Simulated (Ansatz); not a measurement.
# Cl₂FH₂NSn: small, medium and large basis sets

Aim: see how fast density functionals converge with the basis set for Cl₂FH₂NSn.

Method: one geometry, several basis sets; program: Ansatz 0.2.0, Gaussian basis.

Levels to be run: PBE0-D4/def2-SVP; ωB97M-V/def2-SVP; PBE0-D4/def2-QZVPP; ωB97M-V/def2-QZVPP; the functionals' def2-TZVPP values are taken from earlier runs.

## Step 1: The geometry

All runs share one geometry, relaxed beforehand with PBE0-D4 in a triple-zeta def2 set. Sn takes the def2 core potential; no spin-orbit term is included.

SMILES `[NH2][Sn]([F])([Cl])[Cl]`, 7 atoms, charge 0, spin multiplicity 1.

Atoms are counted from 1 here; the program's logs count them from 0.

Bond lengths: N1–Sn2 1.989 Å, N1–H6 1.013 Å, N1–H7 1.013 Å, Sn2–F3 1.897 Å, Sn2–Cl4 2.295 Å, Sn2–Cl5 2.295 Å. Angles: Sn2–N1–H6 112.4°, Sn2–N1–H7 112.4°, H6–N1–H7 108.7°, N1–Sn2–F3 109.3°, N1–Sn2–Cl4 112.4°, N1–Sn2–Cl5 112.6°, F3–Sn2–Cl4 104.9°, F3–Sn2–Cl5 104.8°, Cl4–Sn2–Cl5 112.2°.

## Step 2: PBE0-D4 in def2-SVP

File in.yaml:

```yaml
crystal:
  periodic: [false, false, false]
  atoms:
    - {symbol: N, position_ang: [-0.342702, 0.620896, 1.162296]}
    - {symbol: Sn, position_ang: [0.288305, -0.404703, -0.420699]}
    - {symbol: F, position_ang: [1.573711, -1.684235, 0.134362]}
    - {symbol: Cl, position_ang: [-1.387498, -1.636130, -1.390763]}
    - {symbol: Cl, position_ang: [1.392041, 0.910829, -1.943233]}
    - {symbol: H, position_ang: [-1.338324, 0.517757, 1.316624]}
    - {symbol: H, position_ang: [-0.124333, 1.607586, 1.095713]}
basis:
  gaussian: {orbitals: def2-SVP}
hamiltonian: {xc: pbe0, dispersion: d4}
output: {orbitals: {seedname: orbitals}}
```

Command:

```
ansatz run in.yaml --threads 4 --pin off --events-out ev --progress --plain --max-ram 10444MiB
```

Further steps of the session: ωB97M-V in def2-SVP; PBE0-D4 in def2-QZVPP; ωB97M-V in def2-QZVPP.

Q: Predict the results of all the runs planned. Wanted: PBE0-D4: double and triple zeta above quadruple; ωB97M-V: double and triple zeta above quadruple.

The runs gave:

| quantity | value |
| --- | --- |
| PBE0-D4: double and triple zeta above quadruple | 15.62, 1.07 eV |
| ωB97M-V: double and triple zeta above quadruple | 15.60, 1.02 eV |

PBE0-D4 gains 14.55 eV from double to triple zeta, then 1.07 eV more. Total energies overstate the basis error of differences, where much of it tends to cancel.
